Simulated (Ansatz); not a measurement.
# Yb2Mo2O7: the cost of one run

Program: Ansatz 0.2.0. Level of theory: DFT PBE, scalar-relativistic, plane waves, PAW. These are calculated values, not measurements.

### 1 The structure to begin with

The structure is cubic, space group Fd-3m (No. 227). Conventional cell: a = 10.146 Å, b = 10.146 Å, c = 10.146 Å, α = 90.00°, β = 90.00°, γ = 90.00°. Yb (site symmetry -3m) has 8 O at 2.20 to 2.44 Å in its first shell of neighbours. Mo (site symmetry -3m) is surrounded by 6 O at 2.00 Å. Around O (site symmetry -43m) lie 4 Yb at 2.20 Å. O (site symmetry 2mm) is surrounded by 2 Mo at 2.00 Å and 2 Yb at 2.44 Å.

Structure file:

```cif
data_structure
_symmetry_space_group_name_H-M 'Fd-3m:1'
_symmetry_Int_Tables_number 227
_cell_length_a 10.1460
_cell_length_b 10.1460
_cell_length_c 10.1460
_cell_angle_alpha 90.000
_cell_angle_beta 90.000
_cell_angle_gamma 90.000
_cell_volume 1044.44
loop_
_atom_site_label
_atom_site_type_symbol
_atom_site_symmetry_multiplicity
_atom_site_Wyckoff_symbol
_atom_site_fract_x
_atom_site_fract_y
_atom_site_fract_z
_atom_site_occupancy
Yb1 Yb 16 d 0.12500 0.62500 0.12500 1
Mo1 Mo 16 c 0.12500 0.12500 0.12500 1
O1 O 8 b 0.00000 0.00000 0.50000 1
O2 O 48 f 0.50000 0.00000 0.28853 1
```

The moments start at Mo 1.00 μB.

### 2 First run, at the start cell

File input.yaml:

```yaml
crystal:
  lattice:
    - [0.0, 5.073, 5.073]
    - [5.073, 0.0, 5.073]
    - [5.073, 5.073, 0.0]
  atoms:
    - { symbol: Yb, position: [0.125, 0.125, 0.125] }
    - { symbol: Yb, position: [0.625, 0.125, 0.125] }
    - { symbol: Yb, position: [0.125, 0.125, 0.625] }
    - { symbol: Yb, position: [0.125, 0.625, 0.125] }
    - { symbol: Mo, position: [0.625, 0.625, 0.625], spin: 1.0 }
    - { symbol: Mo, position: [0.125, 0.625, 0.625], spin: 1.0 }
    - { symbol: Mo, position: [0.625, 0.625, 0.125], spin: 1.0 }
    - { symbol: Mo, position: [0.625, 0.125, 0.625], spin: 1.0 }
    - { symbol: O, position: [0.0, 0.0, 0.0] }
    - { symbol: O, position: [0.25, 0.25, 0.25] }
    - { symbol: O, position: [0.28853322, 0.28853322, 0.71146678] }
    - { symbol: O, position: [0.53853322, 0.53853322, 0.96146678] }
    - { symbol: O, position: [0.71146678, 0.28853322, 0.71146678] }
    - { symbol: O, position: [0.71146678, 0.28853322, 0.28853322] }
    - { symbol: O, position: [0.28853322, 0.71146678, 0.71146678] }
    - { symbol: O, position: [0.28853322, 0.71146678, 0.28853322] }
    - { symbol: O, position: [0.71146678, 0.71146678, 0.28853322] }
    - { symbol: O, position: [0.96146678, 0.53853322, 0.53853322] }
    - { symbol: O, position: [0.53853322, 0.96146678, 0.96146678] }
    - { symbol: O, position: [0.96146678, 0.96146678, 0.53853322] }
    - { symbol: O, position: [0.96146678, 0.53853322, 0.96146678] }
    - { symbol: O, position: [0.53853322, 0.96146678, 0.53853322] }
basis:
  ecutwfc: 420
  ecutrho_ratio: 4
kpoints:
  mp_grid: { grid: [4, 4, 4] }
hamiltonian:
  xc: pbe
scf:
  occupations: { method: gaussian, width: 0.05 }
output:
  forces: true
  stress: true
  eigenvalues: true
  populations: true
magnetization:
  spin_polarized: true
relax:
  f_tol: 0.03
  max_steps: 60
  cell: { stress_tol: 0.3 }
```

The run is started by

```bash
ansatz run input.yaml --threads 8 --pin off --max-ram 22528MiB --backend cpu --events-out ev --progress --plain --runs-dir out
```

What time and memory should one allow on 8 threads of Arm Neoverse N1, shared host?

About 3.8 min, with a peak of 2.2 GiB.
